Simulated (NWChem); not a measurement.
# One shape, several levels: SnH3OF (SMILES [OH][SnH2][F])

Wanted: a comparison of 6 runs (HF/STO-3G, HF/3-21G, M06-2X/def2-SVPD, PBE0/def2-SVPD, SVWN5/def2-SVPD, CCSD(T)/def2-SVPD) of SnH3OF. 

The results are computed with NWChem 7.3.0.

45 further runs of the same task are left out: 45 set aside as unsound or not needed. Runs told in other sessions of the task aren't counted.

**1. The structure to begin with**

SnH3OF has 6 atoms, charge 0, and is taken as a singlet. SMILES: `[OH][SnH2][F]`. The Sn2–H6 distance was set to 3.045 Å, away from the relaxed value. At this shape a bond of the SMILES string is far longer than usual.

Bond lengths: O1–Sn2 1.948 Å, Sn2–F3 1.922 Å, O1–H4 0.960 Å, Sn2–H5 1.701 Å. Angles: O1–Sn2–F3 105.3°, O1–Sn2–H5 111.8°, F3–Sn2–H5 104.3°, Sn2–O1–H4 114.0°.

**2. A single-point energy at HF/STO-3G (run 1)**

Contents of fh3osn.nw:

```
start fh3osn
memory total 2200 mb

geometry units atomic noautosym nocenter noautoz
O     -2.24227154    -1.29567560    -3.23439287
Sn     1.00182130    -0.18281588    -1.89514397
F      3.09337017    -3.15157563    -1.86037301
H     -2.15572208    -1.96218200    -4.91946166
H      2.50188590     1.82256148    -3.90921407
H      0.03307021     1.31657219     3.57517286
end

basis spherical bse
* library STO-3G
end

scf
thresh 1e-08
maxiter 80
print low
end

task scf energy
```

Command:

```sh
$ nwchem fh3osn.nw > fh3osn.out
```

Output:

```text
[...]
  functions       =    40
[...]
  wavefunction    = RHF
[...]
         Total SCF energy =  -6136.678924792977
      One-electron energy =  -9071.536750531621
      Two-electron energy =   2643.541577680118
 Nuclear repulsion energy =    291.316248058525
        Time for solution =      4.6s
 Task  times  cpu:        4.8s     wall:        4.8s
[...]
```

Wall time 5.7 s (1 thread of Intel Xeon Platinum 8375C at 2.90GHz (Ice Lake), shared host); peak memory 0.094 GiB.

**3. A single-point energy at HF/3-21G (run 2)**

Contents of fh3osn.nw:

```
start fh3osn
title "FH3OSn hf"
memory 2200 mb
charge 0
geometry units angstroms noautosym nocenter noautoz
   O    -1.186559   -0.685642   -1.711567
   Sn    0.530141   -0.096742   -1.002867
   F     1.636941   -1.667742   -0.984467
   H    -1.140759   -1.038342   -2.603267
   H     1.323941    0.964458   -2.068667
   H     0.017500    0.696700    1.891900
end
basis "ao basis" spherical bse
   O library 3-21G
   Sn library 3-21G
   F library 3-21G
   H library 3-21G
end
scf
   thresh 1e-08
   maxiter 80
   print low
end
task scf
```

Command:

```sh
$ nwchem fh3osn.nw > fh3osn.out
```

Output:

```text
[...]
  functions       =    55
[...]
  wavefunction    = RHF
[...]
         Total SCF energy =  -6171.258299525207
      One-electron energy =  -9095.456559343031
      Two-electron energy =   2632.881990614567
 Nuclear repulsion energy =    291.316269203256
        Time for solution =      4.5s
 Task  times  cpu:        4.7s     wall:        4.7s
[...]
```

It took 5.7 s on 1 thread of Intel Xeon Platinum 8375C at 2.90GHz (Ice Lake), shared host; peak memory 0.097 GiB.

Runs 3 to 5 aren't shown in full; the table further down has their settings and results.

**4. The energy at CCSD(T)/def2-SVPD (core potential) (run 6)**

Contents of run.nw:

```
START run
TITLE "FH3OSn ccsd(t)"
memory stack 880 mb heap 220 mb global 1100 mb
charge 0
GEOMETRY units angstroms noautosym nocenter noautoz
   O    -1.186559   -0.685642   -1.711567
   Sn    0.530141   -0.096742   -1.002867
   F     1.636941   -1.667742   -0.984467
   H    -1.140759   -1.038342   -2.603267
   H     1.323941    0.964458   -2.068667
   H     0.017500    0.696700    1.891900
END
BASIS spherical bse
   * library def2-SVPD
END
ECP bse
   Sn library def2-SVPD
END
SCF
   thresh 1e-08
   maxiter 80
   print low
END
CCSD
   freeze core 6
   maxiter 60
END
TASK ccsd(t) energy
```

Command:

```sh
$ nwchem run.nw > run.out
```

Output:

```text
[...]
  functions       =   102
[...]
  wavefunction    = RHF
[...]
         Total SCF energy =   -389.148320414863
      One-electron energy =   -902.034878536249
      Two-electron energy =    371.307886250631
 Nuclear repulsion energy =    141.578671870755
        Time for solution =     31.4s
[...]
 Total MP2 energy:           -389.694326429969180
[...]
             energy      energy      error      ampl     ampl      Block
                                                time     time      time
[...]
 Total CCSD energy:           -389.730237887685519
[...]
 Total CCSD+T(CCSD) energy:           -389.752609163688305
[...]
 Total CCSD(T) energy:                -389.750452184138453
[...]
```

It took 7.7 min on 1 thread of Intel Xeon Platinum 8375C at 2.90GHz (Ice Lake), shared host; peak memory 0.42 GiB.

**5. Overview of the runs**

| run | level | iteration cap | module | energy (Eh) | wall time |
| --- | --- | --- | --- | --- | --- |
| 1 | HF/STO-3G | 80 | scf | -6136.678925 | 5.7 s |
| 2 | HF/3-21G | 80 | scf | -6171.258300 | 5.7 s |
| 3 | M06-2X/def2-SVPD (core potential) | 100 | dft | -390.810372 | 33 s |
| 4 | PBE0/def2-SVPD (core potential) | 100 | dft | -390.774658 | 31 s |
| 5 | SVWN5/def2-SVPD (core potential) | 100 | dft | -389.436370 | 1.7 min |
| 6 | CCSD(T)/def2-SVPD (core potential) | 80 | ccsd(t) | -389.750452 | 7.7 min |

**6. Results**

```
                                          quantity          value
                               run 6: total energy  -389.75045 Eh
run 6: correlation energy (6 core orbitals frozen)     -602.1 mEh
                             run 6: (T) correction     -20.21 mEh
```

**Reading.** Over runs 3, 4, 5 the dipole moment (its size) runs from 2.65 D (SVWN5/def2-SVPD) to 3.02 D (M06-2X/def2-SVPD). Totals of different functionals can't be ranked against each other. Some runs of one species differ in core potentials or relativity; totals across that change don't compare. In run 1 the basis is minimal, so the values are rough. In all runs a closed-shell determinant meets a far-stretched bond; if it breaks into open shells, such a determinant describes it badly, and no broken-symmetry solution was shown. In runs 1, 2 relativity is left out where basis or elements ask for it. All runs together took 11 min, the longest 7.7 min.
